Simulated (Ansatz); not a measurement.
# TiSi3O8: the band gap up the ladder of functionals

The task here is to estimate one member of a computed series from the others.

Code: Ansatz 0.2.0. PAW datasets, plane waves. Note: simulated data, non-magnetic, for a generated structure that need not be the stable one.

## The cell

The cell was relaxed beforehand with r2SCAN.

It is orthorhombic, Cmmm (No. 65); conventional cell a = 6.011 Å, b = 6.115 Å, c = 5.504 Å, 8.43 Å³ an atom. Around Si lie 6 O at 1.76–1.87 Å; around Si lie 6 O at 1.79–1.80 Å; around O lie 3 Si at 1.79–1.87 Å; around O lie 2 Si at 1.76–1.80 Å and 1 Ti at 1.91 Å; around Ti lie 6 O at 1.91–1.95 Å.

The structure in full:

Space group Cmmm (No. 65). a = 6.011 Å, b = 6.115 Å, c = 5.504 Å, α = 90.00°, β = 90.00°, γ = 90.00°
```tsv
atom	site	symmetry	x	y	z
Si	2b	mmm	0.0000	0.5000	0.0000
Si	4k	mm2	0.0000	0.0000	0.7559
O	4i	m2m	0.0000	0.1945	0.0000
O	8o	.m.	0.2009	0.5000	0.7680
Ti	2c	mmm	0.0000	0.5000	0.5000
O	4j	m2m	0.0000	0.1815	0.5000
```

Set-up of the first run:

Input file input.yaml:

```yaml
crystal:
  lattice:
    - [3.0576756851, -3.0057199499, 0.0]
    - [3.0576756851, 3.0057199499, 0.0]
    - [0.0, 0.0, 5.5039105076]
  atoms:
    - { symbol: Si, position: [0.5, 0.5, 0.0] }
    - { symbol: Si, position: [0.0, 0.0, 0.7559215282] }
    - { symbol: O, position: [0.1945064631, 0.1945064631, 0.0] }
    - { symbol: O, position: [0.8054935369, 0.8054935369, 0.0] }
    - { symbol: O, position: [0.7009395754, 0.2990604246, 0.7679688965] }
    - { symbol: O, position: [0.2990604246, 0.7009395754, 0.7679688965] }
    - { symbol: Ti, position: [0.5, 0.5, 0.5] }
    - { symbol: Si, position: [0.0, 0.0, 0.2440784718] }
    - { symbol: O, position: [0.1815447389, 0.1815447389, 0.5] }
    - { symbol: O, position: [0.8184552611, 0.8184552611, 0.5] }
    - { symbol: O, position: [0.7009395754, 0.2990604246, 0.2320311035] }
    - { symbol: O, position: [0.2990604246, 0.7009395754, 0.2320311035] }
kpoints:
  mp_grid: { grid: [6, 6, 6] }
  band_path:
    path:
      - [[0.0, 0.0, 0.0], [0.5, 0.5, 0.0], [0.5084237713651, 0.4915762286349, 0.0]]
      - [[0.4915762286349, -0.4915762286349, 0.0], [0.0, 0.0, 0.0], [0.0, 0.0, 0.5], [0.4915762286349, -0.4915762286349, 0.5]]
      - [[0.5084237713651, 0.4915762286349, 0.5], [0.5, 0.5, 0.5], [0.5, 0.5, 0.0]]
      - [[0.0, 0.0, 0.0], [0.5, -3.361382138469e-17, 0.0], [0.5, -3.361382138469e-17, 0.5], [0.0, 0.0, 0.5], [0.5, 0.5, 0.5]]
    npoints: 10
hamiltonian:
  xc: pbe
scf:
  occupations: { method: fermi_dirac, width: 0.02 }
  n_extra_bands: 7
output:
  forces: true
  stress: true
  eigenvalues: true
```

Steps of the session up to this table: Band structure with PBE; r2SCAN at the same geometry; Single point with HSE06; Single point with PBE0.

One table of the session follows, with a row left open; its other results are not shown here.

| level | gap (eV) |
| --- | --- |
| PBE | 1.79 |
| r2SCAN | 2.23 |
| HSE06 | ? |
| PBE0 | 4.39 |

**Question.** Estimate the row for HSE06.

The run gave: gap (eV): 3.61. In the column «gap (eV)» it lies between r2SCAN (2.23) and PBE0 (4.39).

Meshes: PBE 6×6×6, r2SCAN 6×6×6, HSE06 4×4×4, PBE0 4×4×4

PBE reaches 49 % of the HSE06 value, and r2SCAN 62 %. PBE0 lies 0.77 eV above HSE06, which differs from it by screening the long-range exchange.

Caveats from the session: Warnings in the runs' records: stress scf threshold loose, stress exchange threshold loose.
